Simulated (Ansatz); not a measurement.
# BCl3 (boron trichloride) at HF/STO-3G

Aim: the electronic atomisation energy of BCl3 (boron trichloride) at HF/STO-3G, from 3 runs. 

Program for the calculation: Ansatz 0.2.0.

27 further runs of the same task are left out: 1 that didn't finish, 26 set aside as unsound or not needed.

### 1 The molecule

BCl3: 4 atoms, total charge 0, spin state singlet. As SMILES, `ClB(Cl)Cl`. The coordinates come from a PBE0-D4/def2-TZVP relaxation.

Bond lengths: Cl1–B2 1.737 Å, B2–Cl3 1.737 Å, B2–Cl4 1.737 Å. Angles: Cl1–B2–Cl3 120.0°, Cl1–B2–Cl4 120.0°, Cl3–B2–Cl4 120.0°.

### 2 The energy at HF/STO-3G

The input, molecule.yaml:

```yaml
crystal:
  periodic: [false, false, false]
  atoms:
    - {symbol: Cl, position_ang: [-0.257920, 0.516440, 1.638340]}
    - {symbol: B, position_ang: [-0.000000, 0.000000, -0.000010]}
    - {symbol: Cl, position_ang: [0.942010, -1.423060, -0.324000]}
    - {symbol: Cl, position_ang: [-0.684100, 0.906610, -1.314320]}
basis:
  gaussian: {orbitals: STO-3G}
hamiltonian: {xc: hf}
output: {orbitals: {seedname: orbitals}}
accuracy: high
```

On the command line:

```console
$ ansatz run molecule.yaml --threads 1 --pin off --max-ram 3480MiB --events-out events.jsonl --progress --plain --runs-dir runs
```

What it wrote:

```text
Warning: RAYON_NUM_THREADS=1 ignored (pool sized by the plan → 1); use --threads N
Functional definition: HF
  name "HF"
  exchange = exact_x
  correlation = 0
603 factors; integrals over basis functions are off by at most 2.2e-8 eV
mean field evaluation 1: about -37771.8134 eV, gradient 3.0e1 eV
mean field evaluation 2: about -37771.8758 eV, gradient 3.0e1 eV
mean field evaluation 4: about -37775.5995 eV, gradient 1.1e0 eV
mean field evaluation 8: about -37775.6029 eV, gradient 8.0e-6 eV
mean field -37775.60289732 eV, -1388.2278012531 hartree, gradient 5.4e-9 eV, S^2 0.000000; 0 other end points of the search recorded, 0 dependent functions left out
reference -37775.60289732 eV, -1388.2278012531 hartree; 28, 28 occupied and 4, 4 virtual orbitals, 603 factors
Total energy: -37775.60289732 eV, -1388.2278012531 hartree
```

It took 0.28 s on 1 thread of Arm Neoverse V1, shared host.

### 3 The B atom

The input, run.yaml:

```yaml
crystal:
  periodic: [false, false, false]
  atoms:
    - {symbol: B, position_ang: [0.000000, 0.000000, 0.000000]}
basis:
  gaussian:
    orbitals: STO-3G
hamiltonian:
  xc: hf
magnetization:
  spin_polarized: true
  initial_magnetization: 1
accuracy: high
```

Run the same way, it converges to -24.14899 Eh (log not shown).

### 4 The Cl atom, same level

The input, input.yaml:

```yaml
crystal:
  periodic: [false, false, false]
  atoms:
    - {symbol: Cl, position_ang: [0.000000, 0.000000, 0.000000]}
basis:
  gaussian: {orbitals: STO-3G}
magnetization: {spin_polarized: true, initial_magnetization: 1}
hamiltonian: {xc: hf}
accuracy: high
```

Run the same way, it converges to -454.54219 Eh (log not shown).

### 5 Results

Level: HF/STO-3G.

| quantity | value |
| --- | --- |
| molecule: total energy | -1388.22780 Eh |
| molecule: HOMO energy | -11.66 eV |
| molecule: LUMO energy | 4.33 eV |
| molecule: HOMO–LUMO gap | 15.99 eV |
| B atom: total energy | -24.14899 Eh |
| B atom: ⟨S²⟩ | 0.750 |
| Cl atom: total energy | -454.54219 Eh |
| Cl atom: ⟨S²⟩ | 0.750 |
| electronic atomisation energy | 12.306 eV |

In words: Taking the molecule apart into free atoms costs 12.31 eV (284 kcal/mol), before zero-point energy and without spin-orbit coupling. Hartree–Fock lacks the correlation of the bonding pairs, which as a rule makes this value much too low; in minimal bases other errors can mask that. In a minimal basis such a difference can be off by several eV, whatever the method.
